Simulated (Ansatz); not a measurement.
# TaF3: the cost of one run

Computed with Ansatz 0.2.0 (DFT PBE+U (U = 7 eV, J = 0.9 eV on Ta d), plane waves, PAW, no spin–orbit coupling unless a run says so, unless a step's input says otherwise).

**1. The starting structure**

The structure is cubic, space group Pm-3m (No. 221). Conventional cell: a = 3.901 Å, b = 3.901 Å, c = 3.901 Å, α = 90.00°, β = 90.00°, γ = 90.00°. Around Ta (site symmetry m-3m) lie 6 F at 1.95 Å. F (site symmetry 4/mmm) has 2 Ta at 1.95 Å as nearest neighbours.

Coordinates:

```cif
data_structure
_symmetry_space_group_name_H-M 'P 1'
_symmetry_Int_Tables_number 1
_cell_length_a 3.9012
_cell_length_b 3.9012
_cell_length_c 3.9012
_cell_angle_alpha 90.000
_cell_angle_beta 90.000
_cell_angle_gamma 90.000
_cell_volume 59.37
loop_
_atom_site_label
_atom_site_type_symbol
_atom_site_fract_x
_atom_site_fract_y
_atom_site_fract_z
_atom_site_occupancy
Ta1 Ta 0.00000 0.00000 0.00000 1
F1 F 0.50000 0.00000 0.00000 1
F2 F 0.00000 0.50000 0.00000 1
F3 F 0.00000 0.00000 0.50000 1
```

Magnetic order typed: ferromagnetic.

An earlier series on this cell reached its lowest free state from «from atoms, default search», perhaps among other starts.

**2. Random orbitals: single harmonics, second filling**

The input, input.yaml:

```yaml
crystal:
  lattice:
    - [3.90120059, 0.0, 0.0]
    - [0.0, 3.90120059, 0.0]
    - [0.0, 0.0, 3.90120059]
  atoms:
    - { symbol: Ta, position: [0.0, 0.0, 0.0], spin: 0.3 }
    - { symbol: F, position: [0.5, 0.0, 0.0] }
    - { symbol: F, position: [0.0, 0.5, 0.0] }
    - { symbol: F, position: [0.0, 0.0, 0.5] }
basis:
  ecutwfc: 420
  ecutrho_ratio: 4
kpoints:
  mp_grid: { grid: [5, 5, 5] }
hamiltonian:
  xc: pbe
  hubbard:
    sites:
      - { site: 0, l: d, u: 7.0, j: 0.9, starting_ns: [{ spin: up, occupation_matrix: s0up }, { spin: down, occupation_matrix: s0down }] }
    occupation_matrices:
      s0up:
        matrix:
          - [0.02, 0.0, 0.0, 0.0, 0.0]
          - [0.0, 0.02, 0.0, 0.0, 0.0]
          - [0.0, 0.0, 0.02, 0.0, 0.0]
          - [0.0, 0.0, 0.0, 0.02, 0.0]
          - [0.0, 0.0, 0.0, 0.0, 0.97]
      s0down:
        matrix:
          - [0.97, 0.0, 0.0, 0.0, 0.0]
          - [0.0, 0.02, 0.0, 0.0, 0.0]
          - [0.0, 0.0, 0.02, 0.0, 0.0]
          - [0.0, 0.0, 0.0, 0.02, 0.0]
          - [0.0, 0.0, 0.0, 0.0, 0.02]
    ns_hold: { iters: 12 }
scf:
  occupations: { method: gaussian, width: 0.05 }
  lower_state_search: "off"
  max_iter: 150
output:
  forces: true
  stress: true
  eigenvalues: true
  populations: true
  hubbard: { sites: [{ site: 0, l: d }] }
magnetization:
  spin_polarized: true
```

The typed matrices put 0.97 on the chosen orbitals and 0.02 on the others, and are held for 12 cycles.

Started as:

```sh
ansatz run input.yaml --threads 2 --pin off --max-ram 3072MiB --backend cpu --events-out ev --progress --plain --runs-dir out
```

What time and memory should one allow on 2 threads of Arm Neoverse V1, shared host?

About 8.5 s, with a peak of 0.34 GiB.
